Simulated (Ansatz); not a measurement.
# CH₅ClFGaSi: up Jacob's ladder to CCSD(T)

The task here is to estimate one member of a computed series from the others.

The runs use Ansatz 0.2.0, Gaussian basis; functionals in def2-TZVPP, the program's frozen cores in correlated methods.

Plan: LDA (SPW92), PBE-D4, revPBE-D4, BLYP-D4, r2SCAN-D4, B97M-V, PBE0-D4, B3LYP-D4, r2SCANh-D4, r2SCAN0-D4, HSE06-D4, BHLYP-D4, CAM-B3LYP-D4, LC-ωPBE, ωB97X-V, ωB97M-V, B2PLYP, PBE-QIDH; CCSD(T)/def2-SVP; CCSD(T)/def2-TZVPP; MP2/def2-QZVPP; extrapolation to the limit; RPA on PBE.

## The relaxed structure

An earlier PBE0-D4 in a triple-zeta def2 set relaxation fixed the geometry.

SMILES `C[SiH2][Ga]([F])[Cl]`, 10 atoms, charge 0, spin multiplicity 1.

Atoms are counted from 1 here; the program's logs count them from 0.

Bond lengths: C1–Si2 1.870 Å, C1–H6 1.091 Å, C1–H7 1.092 Å, C1–H8 1.091 Å, Si2–Ga3 2.397 Å, Si2–H9 1.488 Å, Si2–H10 1.488 Å, Ga3–F4 1.757 Å, Ga3–Cl5 2.142 Å. Angles: Si2–C1–H6 110.9°, Si2–C1–H7 110.2°, Si2–C1–H8 110.9°, H6–C1–H7 108.4°, H6–C1–H8 108.0°, H7–C1–H8 108.4°, C1–Si2–Ga3 111.3°, C1–Si2–H9 111.9°, C1–Si2–H10 111.9°, Ga3–Si2–H9 106.6°, Ga3–Si2–H10 106.6°, H9–Si2–H10 108.2°, Si2–Ga3–F4 121.5°, Si2–Ga3–Cl5 127.4°, F4–Ga3–Cl5 111.1°.

Set-up of the first run:

The input, in.yaml:

```yaml
crystal:
  periodic: [false, false, false]
  atoms:
    - {symbol: C, position_ang: [-0.713265, 0.299520, 1.458402]}
    - {symbol: Si, position_ang: [0.331546, 0.762129, -0.021703]}
    - {symbol: Ga, position_ang: [0.475174, -1.046619, -1.588029]}
    - {symbol: F, position_ang: [-0.323509, -2.583491, -1.291265]}
    - {symbol: Cl, position_ang: [1.523140, -1.069162, -3.456022]}
    - {symbol: H, position_ang: [-0.288873, -0.560048, 1.980271]}
    - {symbol: H, position_ang: [-0.766701, 1.136047, 2.158895]}
    - {symbol: H, position_ang: [-1.728656, 0.041297, 1.152379]}
    - {symbol: H, position_ang: [-0.235986, 1.921455, -0.761144]}
    - {symbol: H, position_ang: [1.727121, 1.098894, 0.368206]}
basis:
  gaussian: {orbitals: def2-TZVPP}
hamiltonian: {xc: lda}
output: {orbitals: {seedname: orbitals}}
```

Started as:

```console
> ansatz run in.yaml --threads 2 --pin off --events-out ev --progress --plain --max-ram 32768MiB --backend cpu
```

Among the steps run: LDA; PBE-D4 (GGA); revPBE-D4 (GGA); BLYP-D4 (GGA); r2SCAN-D4 (meta-GGA); B97M-V (meta-GGA); B3LYP-D4 (hybrid); r2SCANh-D4 (hybrid); r2SCAN0-D4 (hybrid); HSE06-D4 (hybrid); BHLYP-D4 (hybrid); CAM-B3LYP-D4 (range-separated); LC-ωPBE (range-separated); ωB97X-V (range-separated); ωB97M-V (range-separated); B2PLYP (double hybrid); PBE-QIDH (double hybrid).

One of the session's tables, all rows but one given; the rest of the session is left out.

It belongs to the step «Orbital energies across the functionals». 

```
  functional  HOMO (eV)  LUMO (eV)  gap (eV)
 LDA (SPW92)      -7.31      -2.69      4.63
      PBE-D4      -7.15      -2.43      4.72
   revPBE-D4      -7.09      -2.32      4.77
     BLYP-D4      -7.01      -2.34      4.67
   r2SCAN-D4      -7.46      -2.29      5.17
      B97M-V      -7.53      -2.42      5.11
     PBE0-D4      -8.36      -1.70      6.66
    B3LYP-D4      -8.15      -1.92      6.22
  r2SCANh-D4      -7.90      -2.02      5.88
  r2SCAN0-D4      -8.55      -1.62      6.93
    HSE06-D4      -7.96      -2.06      5.90
    BHLYP-D4      -9.43      -0.94      8.49
CAM-B3LYP-D4      -9.64      -0.76      8.88
     LC-ωPBE     -10.91       0.38     11.29
     ωB97X-V          ?          ?         ?
     ωB97M-V     -10.40       0.05     10.45
```

Q: Estimate the row for ωB97X-V from the others.

**Answer.** HOMO (eV): -10.59; LUMO (eV): 0.24; gap (eV): 10.83. In the column «HOMO (eV)» it lies between LC-ωPBE (-10.91) and ωB97M-V (-10.40).
